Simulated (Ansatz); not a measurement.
**CH₆MgOSi: basis-set convergence**

One table from this session's results is given with a row withheld; the runs are named, their logs left out.

Computed with Ansatz 0.2.0, Gaussian basis. Level: one geometry, several basis sets.

Plan: PBE0-D4/def2-SVP; ωB97M-V/def2-SVP; PBE0-D4/def2-QZVPP; ωB97M-V/def2-QZVPP; the functionals' def2-TZVPP values are taken from earlier runs.

## The relaxed structure

The geometry comes from an earlier relaxation with PBE0-D4 in a triple-zeta def2 set; it is a stationary point, not always the lowest conformer.

SMILES `[CH3][Mg][O][SiH3]`, 10 atoms, charge 0, spin multiplicity 1.

Atoms are counted from 1 here; the program's logs count them from 0.

Bond lengths: C1–Mg2 2.069 Å, C1–H5 1.094 Å, C1–H6 1.094 Å, C1–H7 1.094 Å, Mg2–O3 1.799 Å, O3–Si4 1.610 Å, Si4–H8 1.494 Å, Si4–H9 1.494 Å, Si4–H10 1.494 Å. Angles: Mg2–C1–H5 111.5°, Mg2–C1–H6 111.5°, Mg2–C1–H7 111.5°, H5–C1–H6 107.4°, H5–C1–H7 107.4°, H6–C1–H7 107.4°, C1–Mg2–O3 179.9°, Mg2–O3–Si4 179.9°, O3–Si4–H8 111.6°, O3–Si4–H9 111.6°, O3–Si4–H10 111.6°, H8–Si4–H9 107.3°, H8–Si4–H10 107.3°, H9–Si4–H10 107.3°.

The first run:

File in.yaml:

```yaml
crystal:
  periodic: [false, false, false]
  atoms:
    - {symbol: C, position_ang: [-0.546756, 2.432273, -1.324808]}
    - {symbol: Mg, position_ang: [-0.141126, 0.649674, -0.356202]}
    - {symbol: O, position_ang: [0.213320, -0.900310, 0.486157]}
    - {symbol: Si, position_ang: [0.527887, -2.286910, 1.240940]}
    - {symbol: H, position_ang: [0.037584, 2.530988, -2.244279]}
    - {symbol: H, position_ang: [-0.310632, 3.294198, -0.693970]}
    - {symbol: H, position_ang: [-1.602849, 2.508504, -1.599542]}
    - {symbol: H, position_ang: [1.988882, -2.448803, 1.505355]}
    - {symbol: H, position_ang: [-0.173391, -2.367006, 2.557190]}
    - {symbol: H, position_ang: [0.090182, -3.463810, 0.432258]}
basis:
  gaussian: {orbitals: def2-SVP}
hamiltonian: {xc: pbe0, dispersion: d4}
output: {orbitals: {seedname: orbitals}}
```

Among the steps run: PBE0-D4 in def2-SVP; ωB97M-V in def2-SVP; PBE0-D4 in def2-QZVPP; ωB97M-V in def2-QZVPP.

One table of the session follows, with a row left open; its other results are not shown here.

It belongs to the step «Functionals by basis». 

| functional | basis | HOMO (eV) | LUMO (eV) |
| --- | --- | --- | --- |
| PBE0-D4 | def2-SVP | -7.55 | -0.90 |
| PBE0-D4 | def2-TZVPP | -7.54 | -1.03 |
| PBE0-D4 | def2-QZVPP | -7.53 | -1.08 |
| ωB97M-V | def2-SVP | -9.81 | 0.29 |
| ωB97M-V | def2-TZVPP | ? | ? |
| ωB97M-V | def2-QZVPP | -9.80 | -0.05 |

Q: Estimate the row for ωB97M-V, def2-TZVPP from the others.

As computed: HOMO (eV): -9.81; LUMO (eV): 0.15.
